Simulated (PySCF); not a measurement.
# F3OW (W(O)(F)3): the cost of one run

The runs use PySCF 2.14.0; several levels, as the steps say, no spin–orbit coupling.

4 further runs of the same task are left out: 2 for a known fault of the program, 2 that didn't finish.

## 1. The starting structure

5 atoms, charge 0, spin multiplicity 2.

Bond lengths: W1–O2 1.713 Å, W1–F3 1.864 Å, W1–F4 1.894 Å, W1–F5 1.865 Å. Angles: O2–W1–F3 101.9°, O2–W1–F4 131.4°, O2–W1–F5 101.7°, F3–W1–F4 95.8°, F3–W1–F5 136.1°, F4–W1–F5 95.7°.

Coordinates:

```xyz
5
F3OW
W    -0.0482    0.0903   -0.0442
O     0.6897    1.1731    1.0593
F    -0.7940   -1.1761    1.1027
F     0.6943   -1.1615   -1.2570
F    -0.6843    1.2580   -1.3514
```

Formal oxidation states: W +5. An earlier session relaxed this geometry at BP86, W def2-SVP with ECP60, O def2-SVP, F def2-SVP (doublet, point group Cs).

At BP86 on the finer grid: E = -441.857606 Eh, HOMO -5.72 eV, LUMO -4.39 eV (over both spins), ⟨S²⟩ = 0.752, Mulliken charge on W1 +1.08 e, largest force component 0.026 eV/Å. 

Levels to run: M06-L; PBE0; revPBE; r2SCAN; BP86, TZVP; BP86, x2c-SVP. Hardware: 2 threads of Arm Neoverse V2, shared host.

## 2. M06-L

The input, run.py (the lines that set the calculation):

```python
mol = gto.M(atom='''
W     -0.04820     0.09030    -0.04424
O      0.68971     1.17315     1.05927
F     -0.79398    -1.17608     1.10268
F      0.69426    -1.16145    -1.25701
F     -0.68427     1.25805    -1.35138''',
    basis={'W': 'def2-SVP', 'O': 'def2-SVP', 'F': 'def2-SVP'},
    ecp={'W': 'def2-SVP'},
    charge=0, spin=1)
mf = dft.UKS(mol, xc='M06L')
mf.grids.atom_grid = (75, 302)
mf = mf.density_fit()  # fitting sets: W def2-universal-JKFIT, O def2-universal-JKFIT, F def2-universal-JKFIT
mf.conv_tol = 1e-08; mf.max_cycle = 55
mf.kernel(dm0)  # dm0: the density of the relaxed state
```

Run with:

```
$ OMP_NUM_THREADS=2 python run.py
```

**Question.** How long does this run take on 2 threads of Arm Neoverse V2, shared host?

About 6.9 s.
